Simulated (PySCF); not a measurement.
**singlet GeSiH4F−: levels of theory compared**

Aim: a comparison of 6 runs (HF/STO-3G, HF/3-21G, B3LYP/6-31G*, wB97M-V/def2-SVPD, wB97X/def2-SVPD, SCS-MP2/def2-SVPD) of singlet GeSiH4F−. Input form: a Python script.

The results are computed with PySCF 2.14.0.

2 further runs of the same task are left out: 2 set aside as unsound or not needed.

### Step 1. The system as given

GeSiH4F− has 7 atoms, charge -1, and is taken as a singlet. SMILES of the parent species: `F[SiH][GeH3]`. The coordinates come from a PBE0-D4/def2-TZVP relaxation. That shape belongs to the parent species and isn't relaxed for this state.

Bond lengths: F1–Si2 1.610 Å, Si2–Ge3 2.386 Å, Si2–H4 1.494 Å, Ge3–H5 1.538 Å, Ge3–H6 1.535 Å, Ge3–H7 1.540 Å. Angles: F1–Si2–Ge3 110.1°, F1–Si2–H4 106.6°, Ge3–Si2–H4 113.1°, Si2–Ge3–H5 107.6°, Si2–Ge3–H6 109.9°, Si2–Ge3–H7 112.2°, H5–Ge3–H6 109.0°, H5–Ge3–H7 109.1°, H6–Ge3–H7 109.0°.

### Step 2. A single-point energy at HF/STO-3G (run 1)

job.py reads:

```python
from pyscf import gto, scf

system = gto.M(
    atom='''
F     -0.828200    -1.797600     1.409500
Si    -0.880400    -1.140500    -0.059400
Ge     0.333800     0.913400    -0.081600
H     -0.325400    -2.158700    -1.001700
H      0.289700     1.465200    -1.516000
H     -0.331000     1.924700     0.863100
H      1.802700     0.725500     0.340400
''',
    verbose=4,
    max_memory=1860,
    basis='sto-3g',
    charge=-1,
)

hf = scf.RHF(system)
hf.conv_tol = 1e-10
hf.kernel()
if not hf.converged:
    hf = hf.newton().run(hf.mo_coeff, hf.mo_occ)

e_tot = hf.e_tot
print('E = %.10f Eh' % e_tot)
```

Run with:

```bash
$ OMP_NUM_THREADS=1 python job.py
```

Output:

```text
PySCF version 2.14.0

[... 59 lines left out ...]
converged SCF energy = -2437.52175868314
E = -2437.5217586831 Eh
```

Run time: 2.3 s. Hardware: 1 thread of Intel Xeon at 2.50GHz (Skylake/Cascade Lake), shared host; peak memory 0.1 GiB.

### Step 3. A single-point energy at HF/3-21G (run 2)

run.py reads:

```python
from pyscf import gto

system = gto.M(
    atom='''
F     -1.565071    -3.396972     2.663569
Si    -1.663715    -2.155233    -0.112250
Ge     0.630791     1.726076    -0.154202
H     -0.614917    -4.079352    -1.892939
H      0.547454     2.768827    -2.864825
H     -0.625499     3.637156     1.631023
H      3.406609     1.370996     0.643263
''',
    verbose=3,
    max_memory=1860,
    charge=-1,
    basis='3-21g',
    unit='bohr',
)

mf = system.RHF()
mf.conv_tol = 1e-10
mf.kernel()
if not mf.converged:
    mf = mf.newton().run(mf.mo_coeff, mf.mo_occ)

e_final = mf.e_tot
print('E(%s) = %.9f' % ('HF', e_final))
```

Run with:

```bash
$ OMP_NUM_THREADS=1 python run.py
```

Output:

```text
converged SCF energy = -2453.94711029016
E(HF) = -2453.947110290
```

Wall time 2.6 s (1 thread of Intel Xeon at 2.50GHz (Skylake/Cascade Lake), shared host); peak memory 0.12 GiB.

Runs 3 to 5 aren't shown in full; the table further down has their settings and results.

### Step 4. The energy at SCS-MP2/def2-SVPD (run 6)

input.py reads:

```python
from pyscf import gto, mp

mol = gto.M(
    atom='''
F       -0.828200      -1.797600       1.409500
Si      -0.880400      -1.140500      -0.059400
Ge       0.333800       0.913400      -0.081600
H       -0.325400      -2.158700      -1.001700
H        0.289700       1.465200      -1.516000
H       -0.331000       1.924700       0.863100
H        1.802700       0.725500       0.340400
''',
    verbose=3,
    basis='def2-svpd',
    max_memory=1860,
    charge=-1,
)

mf = mol.RHF()
mf.conv_tol = 1e-10
mf.kernel()
if not mf.converged:
    mf = mf.newton().run(mf.mo_coeff, mf.mo_occ)

pt = mp.MP2(mf, frozen=15).run()
energy = mf.e_tot + 1.2 * pt.e_corr_os + pt.e_corr_ss / 3
print('E(%s) = %.9f' % ('SCS-MP2', energy))
```

Run with:

```bash
$ OMP_NUM_THREADS=1 python input.py
```

Output:

```text
converged SCF energy = -2465.6502980951
E(RMP2) = -2466.20126014823  E_corr = -0.55096205312961
E(SCS-RMP2) = -2466.18575004234  E_corr = -0.535451947237263
E(SCS-MP2) = -2466.185750042
```

It took 11 s on 1 thread of Intel Xeon at 2.50GHz (Skylake/Cascade Lake), shared host; peak memory 0.38 GiB.

### Step 5. Overview of the runs

| run | level | integration grid | nlc grid | energy (Eh) | HOMO energy (eV) | LUMO energy (eV) | HOMO–LUMO gap (eV) | wall time |
| --- | --- | --- | --- | --- | --- | --- | --- | --- |
| 1 | HF/STO-3G | – | – | -2437.521759 | 4.39 | 18.79 | 14.40 | 2.3 s |
| 2 | HF/3-21G | – | – | -2453.947110 | -0.74 | 8.68 | 9.42 | 2.6 s |
| 3 | B3LYP/6-31G* (spherical functions) | 5 | – | -2468.524521 | 1.46 | 5.23 | 3.77 | 33 s |
| 4 | wB97M-V/def2-SVPD | 5 | 1 | -2468.182867 | -1.12 | 4.86 | 5.99 | 5 min |
| 5 | wB97X/def2-SVPD | 5 | – | -2468.372918 | -1.26 | 5.45 | 6.71 | 1.9 min |
| 6 | SCS-MP2/def2-SVPD | – | – | -2466.185750 | -1.05 | 5.62 | 6.67 | 11 s |

### Step 6. What came out

```
                                                    quantity           value
                                         run 6: total energy  -2466.18575 Eh
                  run 6: HOMO energy (Hartree–Fock orbitals)        -1.05 eV
                  run 6: LUMO energy (Hartree–Fock orbitals)         5.62 eV
run 6: HOMO–LUMO gap (to an unbound level, set by the basis)         6.67 eV
         run 6: correlation energy (15 core orbitals frozen)      -535.5 mEh
```

In words: Over runs 1, 2, 3, 4, 5 the HOMO–LUMO gap runs from 3.77 eV (B3LYP/6-31G*) to 14.40 eV (HF/STO-3G). The two ends differ in method and basis. The empty levels of an anion lie above zero and hang on the basis. Totals of different functionals can't be ranked against each other. In runs 1, 3 the HOMO lies above zero, so the outermost electron may be held by the basis alone. In run 1 the basis is minimal, so the values are rough. All runs together took 7.7 min, the longest 5 min.
